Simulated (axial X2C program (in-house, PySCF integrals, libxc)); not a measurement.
**All-electron X2C curves of SbB⁻**

What are the state, bond length, wavenumber and bond energy of SbB⁻, and what does spin–orbit coupling change?

Computed with an in-house X2C program for linear molecules on PySCF integrals. Level: all-electron X2C, Sb dyall-acv3z, B dyall-av3z.

All values are calculated.

## Step 1: The job

task.json reads:

```json
{"zs": [51, 5], "q": -1, "bas": ["dyall-acv3z", "dyall-av3z"], "levels": ["PBE0", "HF", "B97-3"], "cc": true, "r0": 2.25, "thr": -1.0, "nmax": 90, "npts": 10, "nst": 2, "ntry": 6}
```

Keys: zs atomic numbers; q charge; bas basis sets; levels methods (HF also brings MP2); cc coupled cluster on or off; r0 starting distance in Å; thr threshold in hartree for freezing inner shells (an s shell follows its p shell); nmax most natural virtual spinors; npts points asked for on the curve; nst determinants followed; ntry starts of the search.

Run with:

```console
$ python so2c.py task.json out
```

Spin-free means the one-electron spin-free X2C Hamiltonian; two-component (2c) means X2C with spin–orbit coupling and atomic mean-field two-electron Coulomb and Gaunt terms. Basis: Sb dyall-acv3z contracted to [12s13p9d5f1g], B dyall-av3z contracted to [8s7p3d2f]; Gaussian nuclei, density fitting. Masses: Sb 120.904 u, B 11.009 u.

Notation: σ, π±, δ± give the projection m of an orbital's angular momentum (0, ±1, ±2), α and β its spin, Λ and M_S the sums; ω is the projection of a spinor's total angular momentum and Ω the sum. Logs are in hartree.

The results follow Hamiltonian by Hamiltonian and level by level.

## Step 2: State search with PBE0

PBE0 moves the distance from 2.250 Å to 2.007 Å and compares determinants there.

Spin-free determinants:

| ΔE (eV) | state | open shells |
| --- | --- | --- |
| 0.00 | M_S = 1/2, Λ = 0 | beyond closed shells: σα |
| 0.84 | M_S = 1/2, Λ = 1 | beyond closed shells: π+α, π+β, π-α |
| 2.23 | M_S = 3/2, Λ = 0 | beyond closed shells: σα, π+α, π+β, 2 × π-α |
| 2.23 | M_S = 3/2, Λ = 2 | beyond closed shells: σα, 2 × π+α, π+β, π-α |
| 2.80 | M_S = 3/2, Λ = 1 | beyond closed shells: 2 × σα, π+α, π+β, π-α |
| 2.83 | M_S = 1/2, Λ = 2 | beyond closed shells: σα, π+α, 2 × π+β, π-α |
| 2.94 | M_S = 1/2, Λ = 1 | beyond closed shells: 2 × σα, π+α, π+β, π-β |

Two-component determinants:

```json
{"ΔE (eV)": "0.00", "state": "Ω = 1/2", "open shells": "excess of +ω over −ω: ω = 1/2"}
{"ΔE (eV)": "0.73", "state": "Ω = 3/2", "open shells": "excess of +ω over −ω: ω = 3/2"}
{"ΔE (eV)": "2.14", "state": "Ω = 7/2", "open shells": "excess of +ω over −ω: ω = 1/2, 2 × ω = 3/2"}
{"ΔE (eV)": "2.39", "state": "Ω = 3/2", "open shells": "excess of +ω over −ω: ω = 3/2"}
{"ΔE (eV)": "2.54", "state": "Ω = 1/2", "open shells": "excess of +ω over −ω: 2 × ω = -1/2, ω = 3/2"}
{"ΔE (eV)": "2.60", "state": "Ω = 5/2", "open shells": "excess of +ω over −ω: ω = -1/2, 2 × ω = 3/2"}
{"ΔE (eV)": "2.65", "state": "Ω = 5/2", "open shells": "excess of +ω over −ω: 2 × ω = 1/2, ω = 3/2"}
```

## Step 3: PBE0, spin-free

State followed: M_S = 1/2, Λ = 0 (beyond closed shells: σα). The scan is laid around 2.007 Å, a first estimate of the minimum, and this SCF restarts from the orbitals of the search.

The SCF at the reference distance of 2.007 Å:

```text
spin-free X2C-1e  PBE0
basis functions 198  fitting functions 1027  grid points 5076
iter        total energy     max residual
   1      -6505.272034607     2.49e-05
   2      -6505.272034616     1.18e-05
converged
one-electron -9080.60549339  Coulomb 2684.02745541  exact exchange -43.32082907  xc functional -132.60794025  nuclear repulsion 67.23477269
```

Along the bond, energies from the lowest point:

```
R (Å)  E (eV)  μ (D)  HOMO (eV)  LUMO (eV)  iterations
1.887  0.1642  -2.99      -0.70       2.30          38
1.947  0.0345  -3.04      -0.65       2.18          36
2.007  0.0000  -3.08      -0.61       2.07           2
2.077  0.0508  -3.13      -0.57       1.95          34
2.147  0.1734  -3.17      -0.53       1.82          31
2.238  0.4018  -3.22      -0.50       1.67          32
```

Dipoles are positive if B is the positive end and refer to the centre of mass.

Outer orbitals at the reference distance:

```json
{"symmetry": "σα", "occupied": "yes", "ε (eV)": "-29.91", "atomic character": "99% Sb d"}
{"symmetry": "σβ", "occupied": "yes", "ε (eV)": "-29.84", "atomic character": "99% Sb d"}
{"symmetry": "π-α", "occupied": "yes", "ε (eV)": "-29.78", "atomic character": "100% Sb d"}
{"symmetry": "π+α", "occupied": "yes", "ε (eV)": "-29.78", "atomic character": "100% Sb d"}
{"symmetry": "π-β", "occupied": "yes", "ε (eV)": "-29.74", "atomic character": "100% Sb d"}
{"symmetry": "π+β", "occupied": "yes", "ε (eV)": "-29.74", "atomic character": "100% Sb d"}
{"symmetry": "δ+β", "occupied": "yes", "ε (eV)": "-29.74", "atomic character": "100% Sb d"}
{"symmetry": "δ-β", "occupied": "yes", "ε (eV)": "-29.74", "atomic character": "100% Sb d"}
{"symmetry": "δ+α", "occupied": "yes", "ε (eV)": "-29.72", "atomic character": "100% Sb d"}
{"symmetry": "δ-α", "occupied": "yes", "ε (eV)": "-29.72", "atomic character": "100% Sb d"}
{"symmetry": "σα", "occupied": "yes", "ε (eV)": "-9.87", "atomic character": "48% Sb s, 26% B s, 14% B p"}
{"symmetry": "σβ", "occupied": "yes", "ε (eV)": "-9.49", "atomic character": "52% Sb s, 22% B s, 16% B p"}
{"symmetry": "σα", "occupied": "yes", "ε (eV)": "-4.81", "atomic character": "33% B s, 31% Sb p, 15% Sb s"}
{"symmetry": "σβ", "occupied": "yes", "ε (eV)": "-3.69", "atomic character": "44% Sb p, 28% B s, 14% Sb s"}
{"symmetry": "σα", "occupied": "yes", "ε (eV)": "-1.38", "atomic character": "50% B p, 28% Sb p, 8% B s"}
{"symmetry": "π-α", "occupied": "yes", "ε (eV)": "-0.73", "atomic character": "51% Sb p, 41% B p, 4% B d"}
{"symmetry": "π+α", "occupied": "yes", "ε (eV)": "-0.73", "atomic character": "51% Sb p, 41% B p, 4% B d"}
{"symmetry": "π+β", "occupied": "yes", "ε (eV)": "-0.61", "atomic character": "59% Sb p, 31% B p, 7% B d"}
{"symmetry": "π-β", "occupied": "yes", "ε (eV)": "-0.61", "atomic character": "59% Sb p, 31% B p, 7% B d"}
{"symmetry": "σβ", "occupied": "no", "ε (eV)": "2.07", "atomic character": "41% B p, 25% B s, 14% Sb p"}
{"symmetry": "σα", "occupied": "no", "ε (eV)": "2.60", "atomic character": "77% B p, 16% Sb p, 4% Sb s"}
{"symmetry": "σβ", "occupied": "no", "ε (eV)": "2.70", "atomic character": "71% B p, 20% Sb p, 5% B s"}
{"symmetry": "π-α", "occupied": "no", "ε (eV)": "2.98", "atomic character": "89% B p, 5% B d, 4% Sb p"}
```

PBE0 fields in the half plane through the axis: z from -2.4 to 4.2 Å across, distance from the axis 0.15 to 2.25 Å upwards; Sb lies at z = 0 and B at z = 2.007 Å; the ELF is damped to zero where the density is low.

log10 density (e/bohr³). Ten even steps from ' ' (-4.05 ) to '@' (1.83 ):
```
    ......::::::::::::::::::::..........      
  ....::::::::--------::::::::::::::......    
....::::::--------------------::::::::......  
....::::----==========--------------::::::....
..::::----========================----::::....
..::::--====++++++++++==============----::::..
..::----==++++######++++++++++++++====----::..
..::----==++**%%@@%%**++++++**##++====----::..
```

ELF. Ten even steps from '0' (0.00 ) to '9' (0.99 ):
```
00023455555433221100000
00235667666544333221100
01356777776655545554210
02467777666666666776531
13577754334677778888753
24677532322478778999874
24676336772377105999986
24676254745273691999986
```

Re = 2.003 Å, ωe = 743 cm⁻¹, ωexe = 3.75 cm⁻¹, Be = 0.4166 cm⁻¹, De = 3.94 eV, μ = -3.08 D.

## Step 4: HF, spin-free

The SCF at the reference distance of 2.007 Å:

```text
spin-free X2C-1e  HF
basis functions 198  fitting functions 1027  grid points 5076
iter        total energy     max residual
   1      -6502.626581585     3.37e-01
   2      -6502.649677703     8.18e-03
   3      -6502.651532677     3.34e-02
   4      -6502.652838455     1.35e-02
   5      -6502.654599969     1.61e-02
   6      -6502.656945050     4.34e-02
   7      -6502.658848720     3.81e-02
   8      -6502.661227358     3.98e-03
   9      -6502.661364888     3.10e-03
  10      -6502.661424300     7.17e-04
  11      -6502.661433688     2.26e-04
  12      -6502.661435532     1.22e-04
  13      -6502.661435782     5.93e-05
  14      -6502.661435848     1.81e-05
  15      -6502.661435857     8.81e-06
  16      -6502.661435859     4.00e-06
  17      -6502.661435859     1.12e-06
converged
one-electron -9079.43752997  Coulomb 2682.97172805  exact exchange -173.43040662  xc functional 0.00000000  nuclear repulsion 67.23477269
```

Re = 2.032 Å, ωe = 724 cm⁻¹, Be = 0.4045 cm⁻¹, De = 2.25 eV, μ = -3.09 D. ⟨S²⟩ = 1.60 against 0.75 for a pure state, so this determinant mixes spins.

## Step 5: B97-3, spin-free

Output at 2.007 Å:

```text
spin-free X2C-1e  B97-3
basis functions 198  fitting functions 1027  grid points 5076
iter        total energy     max residual
   1      -6505.269942673     5.16e-02
   2      -6505.270364978     5.32e-03
   3      -6505.270686561     9.91e-03
   4      -6505.270783516     1.66e-03
   5      -6505.270807178     1.10e-03
   6      -6505.270808545     4.67e-04
   7      -6505.270809166     2.53e-04
   8      -6505.270809398     1.29e-04
   9      -6505.270809549     1.35e-04
  10      -6505.270809570     1.15e-05
  11      -6505.270809572     4.27e-06
converged
one-electron -9080.56723435  Coulomb 2683.99104827  exact exchange -46.66325597  xc functional -129.26614020  nuclear repulsion 67.23477269
```

Re = 2.011 Å, ωe = 728 cm⁻¹, ωexe = 3.73 cm⁻¹, Be = 0.4132 cm⁻¹, De = 3.79 eV, μ = -3.22 D.

## Step 6: Correlated methods, spin-free

Correlated methods: 9 electrons correlated (frozen shells, counted by type: Sb 4 s, 3 p, 2 d; B 1 s), 299 virtual spinors in MP2, 89 natural virtuals in coupled cluster.

Output of the correlated part at 2.007 Å:

```text
correlated 9  virtual 299  natural virtual 89  E(MP2) -0.175225140  MP2 remainder -0.007034885
iter   CCSD correlation   residual
   1     -0.181228368   1.43e-01
   2     -0.189989222   8.44e-02
   3     -0.195907673   5.85e-02
   4     -0.201038986   3.66e-02
   5     -0.202027031   1.27e-02
   6     -0.202394794   5.72e-03
   7     -0.202486119   2.99e-03
   8     -0.202446281   1.52e-03
   9     -0.202452431   6.01e-04
  10     -0.202447471   2.04e-04
  11     -0.202448171   7.17e-05
  12     -0.202448224   2.69e-05
  13     -0.202448445   1.10e-05
  14     -0.202448760   4.72e-06
  15     -0.202448972   2.51e-06
  16     -0.202449103   1.27e-06
  17     -0.202449142   6.56e-07
  18     -0.202449166   3.93e-07
  19     -0.202449172   1.92e-07
(T) -0.015211621  T1 0.1228  D1 0.1744  max T2 0.093
```

T1 in the output is the amplitude norm over the root of the electron number; divide by √2 for the Lee–Taylor value.

MP2: No constants are quoted: the reference is strongly spin-contaminated.

CCSD: Re = 2.009 Å, ωe = 753 cm⁻¹, Be = 0.4141 cm⁻¹, De = 3.34 eV. T1 at Re = 0.087 (Lee–Taylor, the printed value over √2).

CCSD(T): Re = 2.013 Å, ωe = 748 cm⁻¹, Be = 0.4123 cm⁻¹, De = 3.60 eV. T1 at Re = 0.087 (Lee–Taylor, the printed value over √2).

## Step 7: A higher determinant, spin-free

State: M_S = 1/2, Λ = 1 (beyond closed shells: π+α, π+β, π-α).

Output at the reference distance:

```text
spin-free X2C-1e  PBE0
basis functions 198  fitting functions 1027  grid points 5076
iter        total energy     max residual
   1      -6505.241005019     2.53e-05
   2      -6505.241005025     1.01e-05
converged
one-electron -9079.55197687  Coulomb 2683.00739642  exact exchange -43.32392819  xc functional -132.60726908  nuclear repulsion 67.23477269
```

```
R (Å)  E above the lowest PBE0 point (eV)
1.887                               1.354
1.947                               1.047
2.007                               0.844
2.077                               0.713
2.147                               0.667
2.238                               0.703
```

No constants are quoted: too few points lie around the minimum for a second fit to confirm the first.

## Step 8: The spin-free curves together

Energy (eV) of the followed determinant, spin-free, from each level's lowest point:

```
R (Å)   PBE0     HF  MP2 (spin-contaminated)   CCSD  CCSD(T)  B97-3
1.887  0.164  0.248                    0.117  0.189    0.200  0.183
1.947  0.034  0.074                    0.012  0.044    0.050  0.044
2.007  0.000  0.000                    0.000  0.000    0.000  0.000
2.077  0.051  0.012                    0.073  0.045    0.039  0.039
2.147  0.173  0.104                    0.214  0.165    0.153  0.150
2.238  0.402  0.304                    0.465  0.393    0.373  0.364
```

[end of part 1 of 2]
